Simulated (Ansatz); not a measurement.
# Sn3Se (Fm-3m) in Ansatz: reference runs

How does Sn3Se come out in PBEsol? The cell is run as given and disturbed.

Program: Ansatz 0.2.0. These are calculated values, not measurements. Logs are shortened: lines on timing, memory, paths and dates and some standing lists are left out, and cuts for length are marked.

## (1) Starting point

Symmetry: Fm-3m, No. 225, cubic system. The conventional cell has a = 7.466 Å, b = 7.466 Å, c = 7.466 Å, α = 90.00°, β = 90.00°, γ = 90.00°. Around Sn (site symmetry m-3m) lie 8 Sn at 3.23 Å. Sn (site symmetry -43m) is surrounded by 4 Sn at 3.23 Å and 4 Se at 3.23 Å. Around Se (site symmetry m-3m) lie 8 Sn at 3.23 Å.

The cell comes from a database or a generator and needn't be the stable form of this composition.

## (2) Single point, PBEsol

input.yaml reads:

```yaml
crystal:
  lattice:
    - [0.0, 3.733138, 3.733138]
    - [3.733138, 0.0, 3.733138]
    - [3.733138, 3.733138, 0.0]
  atoms:
    - { symbol: Sn, position: [0.5, 0.5, 0.5] }
    - { symbol: Sn, position: [0.75, 0.75, 0.75] }
    - { symbol: Sn, position: [0.25, 0.25, 0.25] }
    - { symbol: Se, position: [0.0, 0.0, 0.0] }
kpoints:
  mp_grid: { grid: [6, 6, 6] }
scf:
  occupations: { method: fermi_dirac, width: 0.05 }
hamiltonian:
  xc: pbesol
  pseudopotentials: { kind: all_electron, lapw: { basis_error: 0.001 } }
output:
  forces: true
  stress: true
  eigenvalues: true
  populations: true
```

Potentials or basis: all-electron LAPW, scalar-relativistic.

Command:

```bash
$ ansatz run input.yaml --threads 2 --pin off --max-ram 8192MiB --backend cpu --events-out ev --progress --plain --runs-dir out
```

The program printed:

```text
Warning: RAYON_NUM_THREADS=2 ignored (pool sized by the plan → 2); use --threads N
Sn: projections on atomic orbitals take those of the free atom 1s2 2s2 2p6 3s2 3p6 3d10 4s2 4p6 4d10 5s2 5p2, of charge +0.00 (hamiltonian.pseudopotentials.projection_atoms)
Se: projections on atomic orbitals take those of the free atom 1s2 2s2 2p6 3s2 3p6 3d10 4s2 4p4, of charge +0.00 (hamiltonian.pseudopotentials.projection_atoms)
LAPW: plane waves up to 6.835 Å⁻¹, error target 1.0e-3 eV per atom; small_component_spin mean_spin; Se in spheres of 1.616 Å, 24 of its electrons in bands, Dirac shells []; Sn in spheres of 1.616 Å, 22 of its electrons in bands, Dirac shells [] (how accurate: hamiltonian.pseudopotentials.lapw.basis_error, Limitations)
Engine: ansatz 0.2.0, x86_64-unknown-linux-gnu
Pseudopotentials: kind: all_electron
Pseudopotential: Sn, LAPW, valence charge 22, lapw/all_electron/scalar/gaussian/Sn, Koelling and Harmon's equation, gaussian nucleus
Pseudopotential: Se, LAPW, valence charge 24, lapw/all_electron/scalar/gaussian/Se, Koelling and Harmon's equation, gaussian nucleus
Functional definition: PBEsol
  exchange = pbesol_x
  correlation = pbesol_c
Crystal: 4 atoms, lattice volume = 104.052 Å³
Basis set: ecut = 178.0127406820118 eV, 537 PW (Γ), exchange–correlation at level 2
Bands: 54, of which v1, the nominal top of the filled ones, is band 45 counted from 1 (44 counted from 0)
Symmetry: 48 space group operations
Space group: Fm-3m (ITA 225), of the structure as read, at distance tolerance 4.7e-5 Å
k-points: 16 of 216
Non-local potential: Sn, projectors of the file, none
Non-local potential: Se, projectors of the file, none
Initial density: superposition of atomic densities (chi_scale 0.1, normalization cell, long waves kept (reshape's long-wave potential 0.01 eV rms))
Initial wavefunctions: plane waves of lowest kinetic energy (no species holds an atomic orbital)
Functional: x = pbesol(κ = 0.804, μ = 0.12345679012345678), c = pbesol(β = 0.046)
iter 1 solved again at ethr=5.40e-4 eV; its pass at ethr=1.00e-1 eV (dr2=4.86e-1 eV) is discarded
SCF iter   1: F=—  HF=-570126.052366 eV  |F-HF|=—  |Δ(HF+E_count)|=         —  Δρ=1.36e-2  dr2=4.86e-1  ethr=5.40e-4  ⟨swp⟩=2.6  Hψ=5378  notcnv=0
preconditioner: auto → Kerker (q_TF=auto, 2.663 Å⁻¹)  [metal: Δε(μ)=0.141 eV  Ē_g=19.018 eV  σ=0.050 eV  W_gap=0.45  n_scr=26 (ndim 8)  ℏωp=25.2 eV  f_vac=0.000  D(μ)=3.26/eV (n_scr^D=26)]
SCF iter   2: F=—  HF=-570125.868072 eV  |F-HF|=—  |Δ(HF+E_count)|=   1.84e-1  Δρ=5.65e-3  dr2=7.17e-2  ethr=5.40e-4  ⟨swp⟩=2.0  Hψ=2736  notcnv=0
SCF iter   3: F=—  HF=-570125.859965 eV  |F-HF|=—  |Δ(HF+E_count)|=   8.11e-3  Δρ=4.77e-3  dr2=6.29e-2  ethr=7.97e-5  ⟨swp⟩=2.1  Hψ=2609  notcnv=0  defer=1
SCF iter   4: F=—  HF=-570125.850410 eV  |F-HF|=—  |Δ(HF+E_count)|=   9.56e-3  Δρ=1.70e-3  dr2=8.19e-3  ethr=6.99e-5  ⟨swp⟩=2.0  Hψ=2603  notcnv=0
SCF iter   5: F=—  HF=-570125.851247 eV  |F-HF|=—  |Δ(HF+E_count)|=   8.37e-4  Δρ=6.75e-4  dr2=1.37e-3  ethr=9.10e-6  ⟨swp⟩=2.0  Hψ=2607  notcnv=0
SCF iter   6: F=—  HF=-570125.850254 eV  |F-HF|=—  |Δ(HF+E_count)|=   9.93e-4  Δρ=3.35e-4  dr2=1.80e-4  ethr=1.52e-6  ⟨swp⟩=2.0  Hψ=2606  notcnv=0
SCF iter   7: F=—  HF=-570125.850231 eV  |F-HF|=—  |Δ(HF+E_count)|=   2.37e-5  Δρ=1.58e-4  dr2=3.26e-5  ethr=2.00e-7  ⟨swp⟩=2.0  Hψ=2606  notcnv=0
iter 8 solved again at ethr=1.03e-9 eV; its pass at ethr=3.62e-8 eV (dr2=9.27e-7 eV) is discarded
SCF iter   8: F=—  HF=-570125.850231 eV  |F-HF|=—  |Δ(HF+E_count)|=   6.72e-7  Δρ=3.21e-5  dr2=9.28e-7  ethr=1.03e-9  ⟨swp⟩=2.0  Hψ=4380  notcnv=0
SCF iter   9: F=—  HF=-570125.850232 eV  |F-HF|=—  |Δ(HF+E_count)|=   3.16e-7  Δρ=1.08e-5  dr2=2.24e-7  ethr=1.03e-9  ⟨swp⟩=2.0  Hψ=2606  notcnv=0
SCF iter  10: F=-570125.850232 eV  HF=-570125.850232 eV  |F-HF|=1.51e-9  |Δ(HF+E_count)|=   6.44e-8  Δρ=2.75e-6  dr2=8.04e-9  ethr=2.49e-10  ⟨swp⟩=2.0  Hψ=2606  notcnv=0
SCF 1 converged in 10 iterations: F = -570125.850232 eV  dr2 = 8.04e-9
SCF converged after 10 iterations
Free energy (F): -570125.850232 eV
Harris-Foulkes:  -570125.850232 eV  (|F-HF|=1.51e-9)
Internal energy: -570125.818301 eV  (E = F + TS)
E sigma→0 (E₀):  -570125.834266 eV
Entropy (-TS):   -0.031930 eV (-7.983 meV/atom)
Fermi energy:    12.776100 eV
--- Per-component energies (eV) ---
  E_band       = -3663.238016
  E_kinetic    = 597708.209311
  E_xc         = -15615.039858
  E_electrostatic = -1152218.987755  (all electrons and nuclei)
  E_smearing   = -0.031930  (= −TS)
  E_closure    = 0.000000  (closes the sum)
  E_atoms      = -570109.360361  (free atoms, spherical and without spin; not in F)
  Σ components = -570125.850232   (vs F -570125.850232, Δ=0.00e0)
  Basis errors (estimates in eV, not in F): energy 2.0e-4 per atom: plane waves 1.9e-4 (9.6e-5 summed), levels above the bands 5.1e-65, relativity 1.3e-8, radial functions 1.0e-5, core shells 3.7e-10; eigenvalues (radial functions only) 1.7e-6; not estimated: angular momenta, meshes, grids; target (lapw.basis_error) 1.0e-3; muffin-tin radii Se 1.616 Å, Sn 1.616 Å
--- Forces (eV/Å), atoms counted from 1 ---
  atom   1  Sn    -0.00000000     0.00000000    -0.00000000
  atom   2  Sn    -0.00000000     0.00000000     0.00000000
  atom   3  Sn    -0.00000000     0.00000000     0.00000000
  atom   4  Se     0.00000000    -0.00000000    -0.00000000
  max |Σ_I F_I| component: 9.04e-21 eV/Å
--- Stress (GPa, compression-positive) ---
       -3.187911      -0.000000       0.000000
       -0.000000      -3.187911       0.000000
        0.000000       0.000000      -3.187911
  P = ⅓ Tr σ = -3.1879 GPa (-31.879 kbar)
--- Band table (eV; the first three rows and the last of 16) ---
  k-point 0: bands = ["-194.8219", "-134.4858", "-134.4858", "-134.4858", "-116.5566", "-116.5566", "-116.2602", "-72.3888", "-72.3888", "-72.3888", "-72.3886", "-72.3886", "-72.3886", "-72.0915", "-72.0915", "-72.0915", "-34.9124", "-34.9124", "-34.9124", "-34.9119", "-34.9119", "-8.7412", "-8.7412", "-8.7098", "-8.7098", "-8.7098", "-8.6960", "-8.6960", "-8.6960", "-8.6447", "-8.6447", "-8.3878", "-8.3878", "-8.3878", "-8.3808", "-8.3808", "-0.4958", "3.9596", "7.8801", "9.8842", "9.9157", "9.9157", "9.9157", "11.4663", "11.4663", "11.4663", "12.2301", "12.2301", "12.2301", "16.8458", "16.8458", "19.3224", "19.3224", "19.3224"]
  k-point 1: bands = ["-194.8219", "-134.4858", "-134.4858", "-134.4858", "-116.5566", "-116.5566", "-116.2602", "-72.3888", "-72.3888", "-72.3888", "-72.3886", "-72.3886", "-72.3886", "-72.0915", "-72.0915", "-72.0915", "-34.9124", "-34.9124", "-34.9124", "-34.9119", "-34.9119", "-8.7338", "-8.7338", "-8.7188", "-8.7130", "-8.7130", "-8.6942", "-8.6942", "-8.6847", "-8.6508", "-8.6508", "-8.3910", "-8.3861", "-8.3861", "-8.3817", "-8.3817", "-0.3900", "3.9044", "7.3177", "9.0481", "9.7016", "9.7016", "9.7632", "11.4180", "11.4180", "12.5008", "12.5008", "12.5783", "14.0578", "17.5797", "17.5797", "17.8719", "19.0050", "19.0050"]
  k-point 2: bands = ["-194.8219", "-134.4858", "-134.4858", "-134.4858", "-116.5566", "-116.5566", "-116.2602", "-72.3887", "-72.3887", "-72.3887", "-72.3886", "-72.3886", "-72.3886", "-72.0915", "-72.0915", "-72.0915", "-34.9124", "-34.9124", "-34.9124", "-34.9119", "-34.9119", "-8.7186", "-8.7186", "-8.7179", "-8.7146", "-8.7146", "-8.6917", "-8.6917", "-8.6827", "-8.6670", "-8.6670", "-8.3955", "-8.3884", "-8.3884", "-8.3778", "-8.3778", "-0.1494", "3.7884", "6.2165", "8.1863", "9.4713", "9.4713", "10.6954", "10.8888", "10.8888", "13.7164", "13.7164", "14.1569", "15.8524", "17.0870", "17.5018", "17.5018", "19.6741", "19.6741"]
  k-point 15: bands = ["-194.8219", "-134.4858", "-134.4858", "-134.4858", "-116.5566", "-116.5566", "-116.2602", "-72.3888", "-72.3888", "-72.3887", "-72.3886", "-72.3885", "-72.3885", "-72.0915", "-72.0915", "-72.0915", "-34.9124", "-34.9124", "-34.9124", "-34.9119", "-34.9119", "-8.7240", "-8.7192", "-8.7151", "-8.7132", "-8.7117", "-8.6985", "-8.6960", "-8.6772", "-8.6715", "-8.6560", "-8.3975", "-8.3915", "-8.3886", "-8.3796", "-8.3704", "0.1275", "4.6678", "5.1944", "5.5363", "8.9546", "9.4225", "11.0632", "11.5314", "13.4111", "14.0451", "15.4317", "15.7616", "16.4214", "17.0105", "17.0569", "17.6828", "20.0538", "21.1248"]
--- Löwdin populations: 4 sites ---
  site symbol       q [e]
     0     Sn     50.0651
     1     Sn     49.8030
     2     Sn     49.8030
     3     Se     34.1934
  spilling = 0.000736 (of n_electrons = 184.000000)
```

Wall time 6.9 s (2 threads of Intel Xeon 6975P-C (Granite Rapids), shared host); peak memory 0.43 GiB.

What came out:

```yaml
Free_energy: -570125.8502 eV
Pressure: -3.2 GPa
Band_gap_on_the_k_mesh: none (metal or under the smearing width)
Loewdin_charges: Sn -0.07, +0.20; Se -0.19 e
```

## (3) Single point, PBEsol (atoms moved at random, drawn with an rms of 0.05 Å)

input.yaml, as its differences from that of step 2:

```diff
@@ -6,6 +6,6 @@
   atoms:
-    - { symbol: Sn, position: [0.5, 0.5, 0.5] }
-    - { symbol: Sn, position: [0.75, 0.75, 0.75] }
-    - { symbol: Sn, position: [0.25, 0.25, 0.25] }
-    - { symbol: Se, position: [0.0, 0.0, 0.0] }
+    - { symbol: Sn, position: [0.503501, 0.492083, 0.507544] }
+    - { symbol: Sn, position: [0.752009, 0.747048, 0.751639] }
+    - { symbol: Sn, position: [0.251116, 0.246678, 0.249937] }
+    - { symbol: Se, position: [-0.005623, -0.000737, -0.00147] }
 kpoints:
```

Potentials or basis: all-electron LAPW, scalar-relativistic.

Command:

```bash
$ ansatz run input.yaml --threads 2 --pin off --max-ram 8192MiB --backend cpu --events-out ev --progress --plain --runs-dir out
```

The program printed:

```text
Warning: RAYON_NUM_THREADS=2 ignored (pool sized by the plan → 2); use --threads N
Sn: projections on atomic orbitals take those of the free atom 1s2 2s2 2p6 3s2 3p6 3d10 4s2 4p6 4d10 5s2 5p2, of charge +0.00 (hamiltonian.pseudopotentials.projection_atoms)
Se: projections on atomic orbitals take those of the free atom 1s2 2s2 2p6 3s2 3p6 3d10 4s2 4p4, of charge +0.00 (hamiltonian.pseudopotentials.projection_atoms)
LAPW: plane waves up to 6.927 Å⁻¹, error target 1.0e-3 eV per atom; small_component_spin mean_spin; Se in spheres of 1.596 Å, 24 of its electrons in bands, Dirac shells []; Sn in spheres of 1.600 Å, 22 of its electrons in bands, Dirac shells [] (how accurate: hamiltonian.pseudopotentials.lapw.basis_error, Limitations)
[... 3 set-up lines as earlier in the session ...]
[... 59 lines left out ...]
  k-point 1: bands = ["-194.8228", "-134.4871", "-134.4866", "-134.4864", "-116.5568", "-116.5563", "-116.2603", "-72.3900", "-72.3898", "-72.3892", "-72.3880", "-72.3874", "-72.3873", "-72.0923", "-72.0916", "-72.0910", "-34.9137", "-34.9133", "-34.9133", "-34.9129", "-34.9126", "-8.7339", "-8.7338", "-8.7193", "-8.7132", "-8.7131", "-8.6942", "-8.6938", "-8.6848", "-8.6508", "-8.6507", "-8.3907", "-8.3868", "-8.3863", "-8.3818", "-8.3815", "-0.3928", "3.9063", "7.3152", "9.0401", "9.6862", "9.7004", "9.7755", "11.4089", "11.4226", "12.4851", "12.5129", "12.6008", "14.0516", "17.5781", "17.5816", "17.8845", "18.9986", "19.0109"]
  k-point 2: bands = ["-194.8228", "-134.4871", "-134.4866", "-134.4864", "-116.5568", "-116.5563", "-116.2603", "-72.3900", "-72.3898", "-72.3892", "-72.3880", "-72.3874", "-72.3873", "-72.0923", "-72.0916", "-72.0910", "-34.9137", "-34.9133", "-34.9133", "-34.9129", "-34.9126", "-8.7199", "-8.7188", "-8.7181", "-8.7146", "-8.7142", "-8.6916", "-8.6913", "-8.6828", "-8.6670", "-8.6669", "-8.3950", "-8.3890", "-8.3886", "-8.3783", "-8.3774", "-0.1530", "3.7945", "6.2098", "8.1810", "9.4564", "9.4737", "10.6996", "10.8799", "10.9037", "13.7137", "13.7224", "14.1607", "15.8570", "17.0898", "17.4963", "17.5055", "19.6743", "19.6781"]
  k-point 111: bands = ["-194.8228", "-134.4871", "-134.4866", "-134.4864", "-116.5568", "-116.5563", "-116.2603", "-72.3900", "-72.3898", "-72.3892", "-72.3880", "-72.3874", "-72.3873", "-72.0923", "-72.0916", "-72.0910", "-34.9137", "-34.9133", "-34.9133", "-34.9129", "-34.9126", "-8.7212", "-8.7209", "-8.7068", "-8.6939", "-8.6936", "-8.6926", "-8.6911", "-8.6910", "-8.6866", "-8.6861", "-8.3978", "-8.3905", "-8.3900", "-8.3757", "-8.3753", "-0.0102", "3.7045", "5.7471", "7.9058", "9.4033", "9.4127", "10.6212", "10.6357", "11.9083", "13.1172", "14.8500", "14.8523", "16.2844", "16.2956", "16.8441", "18.5593", "21.8162", "21.8893"]
--- Löwdin populations: 4 sites ---
  site symbol       q [e]
     0     Sn     50.0649
     1     Sn     49.8032
     2     Sn     49.8031
     3     Se     34.1932
  spilling = 0.000737 (of n_electrons = 184.000000)
```

populations.tsv:

```text
# site	symbol	l	j	q
# orbitals = lowdin
# n_electrons = 184.000000
# spilling = 0.000737
# projection_atom_Sn: 1s2 2s2 2p6 3s2 3p6 3d10 4s2 4p6 4d10 5s2 5p2
# projection_atom_Se: 1s2 2s2 2p6 3s2 3p6 3d10 4s2 4p4
0	Sn	0_1S	-	1.999999
0	Sn	0_2S	-	1.999963
0	Sn	0_3S	-	1.999435
0	Sn	0_4S	-	1.992439
0	Sn	0_5S	-	1.634611
0	Sn	1_2P	-	6.000000
0	Sn	1_3P	-	5.999965
0	Sn	1_4P	-	5.996659
0	Sn	1_5P	-	2.447928
0	Sn	2_3D	-	9.999997
0	Sn	2_4D	-	9.993925
1	Sn	0_1S	-	1.999999
1	Sn	0_2S	-	1.999975
1	Sn	0_3S	-	1.999618
1	Sn	0_4S	-	1.994889
1	Sn	0_5S	-	1.738373
1	Sn	1_2P	-	6.000000
1	Sn	1_3P	-	5.999975
1	Sn	1_4P	-	5.997639
1	Sn	1_5P	-	2.075954
1	Sn	2_3D	-	9.999998
1	Sn	2_4D	-	9.996778
2	Sn	0_1S	-	1.999999
2	Sn	0_2S	-	1.999975
2	Sn	0_3S	-	1.999618
2	Sn	0_4S	-	1.994888
2	Sn	0_5S	-	1.738405
2	Sn	1_2P	-	6.000000
2	Sn	1_3P	-	5.999975
2	Sn	1_4P	-	5.997638
2	Sn	1_5P	-	2.075815
2	Sn	2_3D	-	9.999998
2	Sn	2_4D	-	9.996777
3	Se	0_1S	-	1.999998
3	Se	0_2S	-	1.999901
3	Se	0_3S	-	1.997973
3	Se	0_4S	-	1.904862
3	Se	1_2P	-	5.999997
3	Se	1_3P	-	5.999493
3	Se	1_4P	-	4.291187
3	Se	2_3D	-	9.999768
```

Run time: 59 s. Hardware: 2 threads of Intel Xeon 6975P-C (Granite Rapids), shared host; peak memory 0.93 GiB.

What came out:

```yaml
Free_energy: -570125.8467 eV
Pressure: -3.2 GPa
Largest_force: 0.135 eV/Å
Band_gap_on_the_k_mesh: none (metal or under the smearing width)
Loewdin_charges: Sn -0.06, +0.20; Se -0.19 e
```

Forces in eV/Å, atoms in the order of the input:
```
Sn  -0.017 -0.134 -0.003
Sn  -0.004  0.024  0.002
Sn   0.008  0.033  0.005
Se   0.012  0.076 -0.004
```
